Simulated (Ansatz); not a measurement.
# ClFGeHI, SMILES [F][GeH]([Cl])[I]: harmonic frequencies at the relaxed geometry

Program: the Python package of Ansatz (0.2.0).

At the Python prompt:
```pycon
>>> import ansatz as az
>>> from ase import Atoms
>>> from ase.thermochemistry import IdealGasThermo
>>> import numpy as np
>>> BASIS = "def2-SVP"
>>> XC = "b3lyp"
>>> atoms = Atoms(["F", "Ge", "Cl", "I", "H"], positions=[
...     (-0.7166, 1.1921, 1.1155),
...     (0.0808, 0.0384, 0.1374),
...     (1.0558, 1.0262, -1.5229),
...     (-1.5028, -1.6367, -0.7743),
...     (1.1327, -0.6937, 1.003),
... ])
>>> geometry = az.Crystal.molecule_from_ase(atoms)
>>> model = geometry.calculation().basis(gaussian=BASIS).functional(XC)
>>> symbols = [site.symbol for site in geometry.cartesian_sites]
>>> start = np.array([site.position_ang for site in geometry.cartesian_sites], dtype=float)
>>> def progress(event):
...     if event["event"] == "relax_step":
...         row = event["data"]
...         print(f"step {row['step']:3d}  E = {row['lagrangian_ev']:.6f} eV  max force {row['allowed_force_max_ev_ang']:.4f} eV/A")
...
>>> report = model.relax(force_tolerance=0.003, max_steps=100).session().plan().execute(on_event=progress).report
step   1  E = -79868.809633 eV  max force 1.0264 eV/A
step   2  E = -79868.831811 eV  max force 0.4078 eV/A
step   3  E = -79868.856966 eV  max force 0.1035 eV/A
step   4  E = -79868.859388 eV  max force 0.0448 eV/A
step   5  E = -79868.859304 eV  max force 0.0846 eV/A
step   6  E = -79868.859718 eV  max force 0.0096 eV/A
step   7  E = -79868.859734 eV  max force 0.0012 eV/A
>>> end = np.array(report["positions_ang"])
>>> print("final positions (A) and the move of each atom")
final positions (A) and the move of each atom
>>> for symbol, xyz, old in zip(symbols, end, start):
...     print(f"{symbol:2s} {xyz[0]:10.5f} {xyz[1]:10.5f} {xyz[2]:10.5f}   {np.linalg.norm(xyz - old):7.4f}")
...
F    -0.72744    1.17644    1.06658    0.0525
Ge    0.11898   -0.00819    0.11854    0.0631
Cl    1.06621    1.06828   -1.48895    0.0551
I    -1.57548   -1.64238   -0.75902    0.0745
H     1.16763   -0.66785    1.02155    0.0472
>>> # frequencies need a stationary point, so they are taken at the relaxed geometry
>>> minimum = az.Crystal.molecule()
>>> for symbol, xyz in zip(symbols, end):
...     minimum = minimum.atom(symbol, xyz.tolist())
...
>>> vibrating = minimum.calculation().basis(gaussian=BASIS).functional(XC).phonons(temperatures=(100, 500, 100))
>>> vib = vibrating.run(threads=1).report["vibrations"]
>>> sums = vib["harmonic_sums"]
>>> modes = [m["omega_inv_cm"] for m in sums["modes_at_gamma"] if m["rigid_motion"] == "no"]
>>> print("frequencies (1/cm):", " ".join(f"{w:.0f}" for w in modes))
frequencies (1/cm): 107 160 199 259 429 687 712 725 2171
>>> print("imaginary modes:", sum(w < 0 for w in modes), " zero-point energy:", round(sums["zero_point_energy_ev"], 4), "eV")
imaginary modes: 0  zero-point energy: 0.3379 eV
>>> # rigid rotor and ideal gas, symmetry number taken as one
>>> gas = IdealGasThermo(vib_energies=[w / 8065.544 for w in modes if w > 0], geometry="linear" if len(modes) == 3 * len(symbols) - 5 else "nonlinear",
...                      atoms=Atoms(symbols, positions=end), symmetrynumber=1, spin=0.0)
>>> print(f"H(298 K) - E = {gas.get_enthalpy(298.15, verbose=False):.4f} eV")
H(298 K) - E = 0.5221 eV
>>> print(f"S(298 K, 1 bar) = {96485.33 * gas.get_entropy(298.15, 1e5, verbose=False):.1f} J/(mol K) with symmetry number 1")
S(298 K, 1 bar) = 348.7 J/(mol K) with symmetry number 1
>>> # all hydrogen replaced by deuterium
>>> heavier = vibrating.phonons(masses={"H": 2.014102}).run(threads=1).report["vibrations"]["harmonic_sums"]
>>> print("deuterated (1/cm):", " ".join(f"{m['omega_inv_cm']:.0f}" for m in heavier["modes_at_gamma"] if m["rigid_motion"] == "no"))
deuterated (1/cm): 107 160 198 256 429 495 519 719 1546
>>> print("zero-point energy falls by", round(sums["zero_point_energy_ev"] - heavier["zero_point_energy_ev"], 4), "eV")
zero-point energy falls by 0.0633 eV
```

Reading the output:
- Total energies depend on the basis set; only differences at equal settings carry meaning.
- The frequencies are harmonic and unscaled, in a modest basis. The result belongs to the one conformer reached from this start, and soft torsions count as harmonic oscillators.
- def2 sets replace the cores of elements past krypton by effective core potentials.
- b3lyp holds the VWN-RPA fit, as in Gaussian; the form of ORCA and Turbomole is b3lyp5.
- The entropy takes a symmetry number of 1; a symmetric molecule's is lower by R ln(sigma).
- Hardware and time: 4.1 min on 1 thread of Arm Neoverse V2, on a shared host, peak memory 0.36 GiB.

(Lines on the test bed's own set-up are left out of the output.)
